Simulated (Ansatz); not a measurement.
# SnBrF: small, medium and large basis sets

The task here is to estimate one member of a computed series from the others.

The runs use Ansatz 0.2.0, Gaussian basis; one geometry, several basis sets.

Plan: PBE0-D4/def2-SVP; ωB97M-V/def2-SVP; PBE0-D4/def2-QZVPP; ωB97M-V/def2-QZVPP; the functionals' def2-TZVPP values are taken from earlier runs.

### Structure used throughout

All runs share one geometry, relaxed beforehand with PBE0-D4 in a triple-zeta def2 set. Sn takes the def2 core potential; no spin-orbit term is included.

SMILES `[F][Sn][Br]`, 3 atoms, charge 0, spin multiplicity 1.

Atoms are counted from 1 here; the program's logs count them from 0.

Bond lengths: F1–Sn2 1.936 Å, Sn2–Br3 2.515 Å. Angles: F1–Sn2–Br3 97.3°.

Set-up of the first run:

Input file in.yaml:

```yaml
crystal:
  periodic: [false, false, false]
  atoms:
    - {symbol: F, position_ang: [-0.943241, 1.248928, -0.388884]}
    - {symbol: Sn, position_ang: [-0.636464, -0.662494, -0.416812]}
    - {symbol: Br, position_ang: [1.568705, -0.651233, 0.792398]}
basis:
  gaussian: {orbitals: def2-SVP}
hamiltonian: {xc: pbe0, dispersion: d4}
output: {orbitals: {seedname: orbitals}}
```

Steps of the session up to this table: PBE0-D4 in def2-SVP; ωB97M-V in def2-SVP; PBE0-D4 in def2-QZVPP; ωB97M-V in def2-QZVPP.

One of the session's tables, all rows but one given; the rest of the session is left out.

It belongs to the step «Density functionals: the series». 

| functional | basis | HOMO (eV) | LUMO (eV) |
| --- | --- | --- | --- |
| PBE0-D4 | def2-SVP | -7.91 | -2.90 |
| PBE0-D4 | def2-TZVPP | -8.06 | -3.01 |
| PBE0-D4 | def2-QZVPP | -8.08 | -3.03 |
| ωB97M-V | def2-SVP | -9.91 | -1.07 |
| ωB97M-V | def2-TZVPP | -10.10 | -1.25 |
| ωB97M-V | def2-QZVPP | ? | ? |

Estimate the missing values for ωB97M-V, def2-QZVPP.

**Answer.** HOMO (eV): -10.12; LUMO (eV): -1.29. In the column «HOMO (eV)» it is the lowest.
